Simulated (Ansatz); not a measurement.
## Rh, space group Fm-3m: a calculation of the elastic constants, step by step

Program: Ansatz 0.2.0 through its Python package.

The cells in order, each with its output:

In [1]:
```python
from dataclasses import replace
import warnings

import ansatz as az
import numpy as np
```

In [2]:
```python
FUNCTIONAL = "pbe"
OCCUPATIONS = "Fermi-Dirac"
WIDTH_EV = 0.1
SCF_TOL = 1e-10
MESH = (20, 20, 20)
```

In [3]:
```python
warnings.simplefilter("ignore", az.DeckWarning)
```

In [4]:
```python
xtal = (
    az.Lattice.fcc(3.7957)
    .space_group(225)
    .atom("Rh", (0.0, 0.0, 0.0))
    .primitive()
)
```

In [5]:
```python
base = (
    xtal.calculation()
    .functional(FUNCTIONAL)
    .occupations(OCCUPATIONS, width=WIDTH_EV)
    .scf(tolerance=SCF_TOL)
    .kpoints(*MESH)
)
# relax, then strain
rest = base.relax(cell=True).run(threads=1).lattice
relaxed = az.Crystal(lattice=az.Lattice.of(rest.cell_ang))
for site in rest.sites:
    relaxed = relaxed.atom(site.symbol, site.position_frac)
base = replace(base, crystal=relaxed)
print("relaxed volume {:.3f} A^3".format(abs(np.linalg.det(rest.cell_ang))))
res = base.elastic("relaxed_ion").run(threads=1)
elastic = res.elastic
```
```text
relaxed volume 14.066 A^3
```

In [6]:
```python
print(np.array2string(np.round(elastic.c_gpa, 1) + 0.0, suppress_small=True))
print("Voigt stress of the unstrained cell (GPa, tension positive):", np.round(elastic.sigma0_gpa, 3) + 0.0)
print("smallest eigenvalue of C:", round(elastic.stability.min_eigenvalue_gpa, 1), "GPa; tensor positive definite:", elastic.stability.min_eigenvalue_gpa > 0)
# averaged moduli need a positive definite tensor
if elastic.stability.min_eigenvalue_gpa > 0:
    m = elastic.moduli
    print(f"K = {m.k_hill_gpa:.1f}, G = {m.g_hill_gpa:.1f}, E = {m.youngs_gpa:.1f} GPa, Poisson ratio {m.poisson:.3f}, K/G = {m.k_hill_gpa / m.g_hill_gpa:.2f}")
    S = np.linalg.inv(elastic.c_gpa)
    print("Young modulus along x, y, z (GPa):", np.round(1 / np.diag(S)[:3], 1))
    print("linear compressibility along x, y, z (1/TPa):", np.round(1000 * S[:3, :3].sum(axis=1), 2))
```
```text
[[404.4 179.7 179.7   0.    0.    0. ]
 [179.7 404.4 179.7   0.    0.    0. ]
 [179.7 179.7 404.4   0.    0.    0. ]
 [  0.    0.    0.  182.6   0.    0. ]
 [  0.    0.    0.    0.  182.6   0. ]
 [  0.    0.    0.    0.    0.  182.6]]
Voigt stress of the unstrained cell (GPa, tension positive): [-0.009 -0.009 -0.009  0.     0.     0.   ]
smallest eigenvalue of C: 182.6 GPa; tensor positive definite: True
K = 254.6, G = 150.3, E = 376.7 GPa, Poisson ratio 0.253, K/G = 1.69
Young modulus along x, y, z (GPa): [293.7 293.7 293.7]
linear compressibility along x, y, z (1/TPa): [1.31 1.31 1.31]
```

What to keep in mind:
- The run is spin-unpolarised.
- A positive definite tensor excludes instabilities under uniform strain alone; phonons elsewhere in the zone can still be imaginary.
- Of the deposited cell: the entry's cell lengths or inner coordinates differ somewhat from later room-temperature determinations.
- Shear constants of a metal converge slowly with the k-point mesh and can be wrong in sign on a coarse one; the constants belong to the cell that was strained.
- Run time: 86 s on 1 thread of Arm Neoverse V1, with other jobs on the host, peak memory 0.59 GiB.

(A comment or docstring line of the script was reworded after the run, the code is as it ran.)
